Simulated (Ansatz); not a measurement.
# CH4O2SSi: one species, many methods

The task here is to estimate one member of a computed series from the others.

Method: functionals in def2-TZVPP, the program's frozen cores in correlated methods; program: Ansatz 0.2.0, Gaussian basis.

Plan: PBE-D4, r2SCAN-D4, PBE0-D4, B3LYP-D4, ωB97X-V, ωB97M-V, B2PLYP; CCSD(T)/def2-TZVPP; MP2/def2-QZVPP; extrapolation to the limit.

## Structure used throughout

The geometry comes from an earlier relaxation with PBE0-D4 in a triple-zeta def2 set; it is a stationary point, not always the lowest conformer.

SMILES `O=CS[SiH2]O`, 9 atoms, charge 0, spin multiplicity 1.

Atoms are counted from 1 here; the program's logs count them from 0.

Bond lengths: O1–C2 1.204 Å, C2–S3 1.758 Å, C2–H6 1.103 Å, S3–Si4 2.176 Å, Si4–O5 1.632 Å, Si4–H7 1.480 Å, Si4–H8 1.477 Å, O5–H9 0.962 Å. Angles: O1–C2–S3 125.2°, O1–C2–H6 122.3°, S3–C2–H6 112.5°, C2–S3–Si4 94.7°, S3–Si4–O5 112.7°, S3–Si4–H7 106.4°, S3–Si4–H8 104.2°, O5–Si4–H7 113.2°, O5–Si4–H8 107.8°, H7–Si4–H8 112.1°, Si4–O5–H9 113.5°.

The first run:

in.yaml reads:

```yaml
crystal:
  periodic: [false, false, false]
  atoms:
    - {symbol: O, position_ang: [-1.058285, 0.275923, 1.337490]}
    - {symbol: C, position_ang: [-0.484927, 1.291571, 1.037743]}
    - {symbol: S, position_ang: [0.712118, 1.439595, -0.240874]}
    - {symbol: Si, position_ang: [0.745927, -0.686956, -0.699891]}
    - {symbol: O, position_ang: [-0.710216, -1.253970, -1.170282]}
    - {symbol: H, position_ang: [-0.674803, 2.249064, 1.551501]}
    - {symbol: H, position_ang: [1.276359, -1.366775, 0.503076]}
    - {symbol: H, position_ang: [1.665230, -0.795658, -1.851400]}
    - {symbol: H, position_ang: [-1.382903, -1.199093, -0.484461]}
basis:
  gaussian: {orbitals: def2-TZVPP}
hamiltonian: {xc: pbe, dispersion: d4}
output: {forces: true, orbitals: {seedname: orbitals}}
```

Command:

```sh
ansatz run in.yaml --threads 4 --pin off --events-out ev --progress --plain --max-ram 10444MiB
```

Among the steps run: PBE-D4 (GGA); r2SCAN-D4 (meta-GGA); PBE0-D4 (hybrid); B3LYP-D4 (hybrid); ωB97X-V (range-separated); ωB97M-V (range-separated); B2PLYP (double hybrid); CCSD(T) in def2-TZVPP; MP2 in def2-QZVPP.

One table of the session follows, with a row left open; its other results are not shown here.

| method | atomisation energy (kJ/mol) |
| --- | --- |
| PBE-D4 | 3486.7 |
| r2SCAN-D4 | 3418.3 |
| PBE0-D4 | 3383.6 |
| B3LYP-D4 | 3383.3 |
| ωB97X-V | 3410.2 |
| ωB97M-V | 3411.8 |
| B2PLYP | 3351.9 |
| HF/def2-TZVPP | 2331.7 |
| MP2/def2-TZVPP | 3387.1 |
| CCSD/def2-TZVPP | 3219.0 |
| CCSD(T)/def2-TZVPP | ? |
| MP2/CBS | 3498.0 |
| CCSD(T)/CBS | 3401.7 |

**Question.** Estimate the row for CCSD(T)/def2-TZVPP.

The run gave: atomisation energy (kJ/mol): 3290.8. In the column «atomisation energy (kJ/mol)» it lies between CCSD/def2-TZVPP (3219.0) and B2PLYP (3351.9).

To keep in mind: Free atoms (2 O, 1 C, 1 S, 1 Si, 4 H) were run apart at each level; the atomisation energy is their sum less the molecule, without zero-point or spin-orbit terms.
